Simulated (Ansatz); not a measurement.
# NiPS3: the cost of one run

Program: Ansatz 0.2.0. Level of theory: DFT PBEsol+U, scalar-relativistic, plane waves, PAW. These are calculated values, not measurements.

## (1) Starting point

The structure is monoclinic, space group C2/m (No. 12). The conventional cell has a = 5.798 Å, b = 10.038 Å, c = 6.600 Å, α = 90.00°, β = 106.92°, γ = 90.00°. Around Ni (site symmetry 2) lie 6 S at 2.44 Å. P (site symmetry m) has 3 S at 2.03 to 2.04 Å and 1 P at 2.16 Å as nearest neighbours. Around S (site symmetry 1) lie 1 P at 2.03 Å and 2 Ni at 2.44 Å. S (site symmetry m) is surrounded by 1 P at 2.04 Å and 2 Ni at 2.44 Å.

As a file:

```cif
data_structure
_symmetry_space_group_name_H-M 'P 1'
_symmetry_Int_Tables_number 1
_cell_length_a 5.7985
_cell_length_b 10.0382
_cell_length_c 6.5999
_cell_angle_alpha 90.000
_cell_angle_beta 106.919
_cell_angle_gamma 90.000
_cell_volume 367.53
loop_
_atom_site_label
_atom_site_type_symbol
_atom_site_fract_x
_atom_site_fract_y
_atom_site_fract_z
_atom_site_occupancy
Ni1 Ni 0.00000 0.66660 0.00000 1
Ni2 Ni 0.50000 0.16659 0.00000 1
Ni3 Ni 0.00000 0.33341 0.00000 1
Ni4 Ni 0.50000 0.83340 0.00000 1
P1 P 0.05775 0.00000 0.17113 1
P2 P 0.55775 0.50000 0.17113 1
P3 P 0.44225 0.50000 0.82887 1
P4 P 0.94225 0.00000 0.82887 1
S1 S 0.25166 0.17128 0.24105 1
S2 S 0.75166 0.67128 0.24105 1
S3 S 0.24834 0.67128 0.75895 1
S4 S 0.74834 0.17128 0.75895 1
S5 S 0.26141 0.00000 0.75825 1
S6 S 0.76141 0.50000 0.75825 1
S7 S 0.23859 0.50000 0.24175 1
S8 S 0.73859 0.00000 0.24175 1
S9 S 0.25166 0.82872 0.24105 1
S10 S 0.75166 0.32872 0.24105 1
S11 S 0.24834 0.32872 0.75895 1
S12 S 0.74834 0.82872 0.75895 1
```

## (2) Fm

Input file input.yaml:

```yaml
crystal:
  lattice:
    - [5.798482, 0.0, -0.000597]
    - [0.0, 10.038175, 0.0]
    - [-1.920038, 0.0, 6.314416]
  atoms:
    - { symbol: Ni, position: [0.0, 0.666595, 0.0], spin: 2.0 }
    - { symbol: Ni, position: [0.5, 0.166595, 0.0], spin: 2.0 }
    - { symbol: Ni, position: [0.0, 0.333405, 0.0], spin: 2.0 }
    - { symbol: Ni, position: [0.5, 0.833405, 0.0], spin: 2.0 }
    - { symbol: P, position: [0.057749, 0.0, 0.171129] }
    - { symbol: P, position: [0.557749, 0.5, 0.171129] }
    - { symbol: P, position: [0.442251, 0.5, 0.828871] }
    - { symbol: P, position: [0.942251, 0.0, 0.828871] }
    - { symbol: S, position: [0.251659, 0.171276, 0.241048] }
    - { symbol: S, position: [0.751659, 0.671276, 0.241048] }
    - { symbol: S, position: [0.248341, 0.671276, 0.758952] }
    - { symbol: S, position: [0.748341, 0.171276, 0.758952] }
    - { symbol: S, position: [0.26141, 0.0, 0.758252] }
    - { symbol: S, position: [0.76141, 0.5, 0.758252] }
    - { symbol: S, position: [0.23859, 0.5, 0.241748] }
    - { symbol: S, position: [0.73859, 0.0, 0.241748] }
    - { symbol: S, position: [0.251659, 0.828724, 0.241048] }
    - { symbol: S, position: [0.751659, 0.328724, 0.241048] }
    - { symbol: S, position: [0.248341, 0.328724, 0.758952] }
    - { symbol: S, position: [0.748341, 0.828724, 0.758952] }
magnetization:
  spin_polarized: true
scf:
  occupations: { method: gaussian, width: 0.02 }
output:
  forces: true
  stress: true
  populations: true
  write_density: true
  write_potential: true
  elf: true
  volumetric_format: npy
hamiltonian:
  hubbard: { sites: [{ species: Ni, l: d, u_eff: 6.0 }] }
  xc: pbesol
kpoints:
  mp_grid: { grid: [5, 3, 4] }
```

The run is started by

```
$ ansatz run input.yaml --threads 4 --pin off --max-ram 12288MiB --backend cpu --events-out ev --progress --plain --runs-dir out
```

What time and memory should one allow on 4 threads of Intel Xeon 6975P-C (Granite Rapids), shared host?

About 74 s, with a peak of 2.2 GiB.
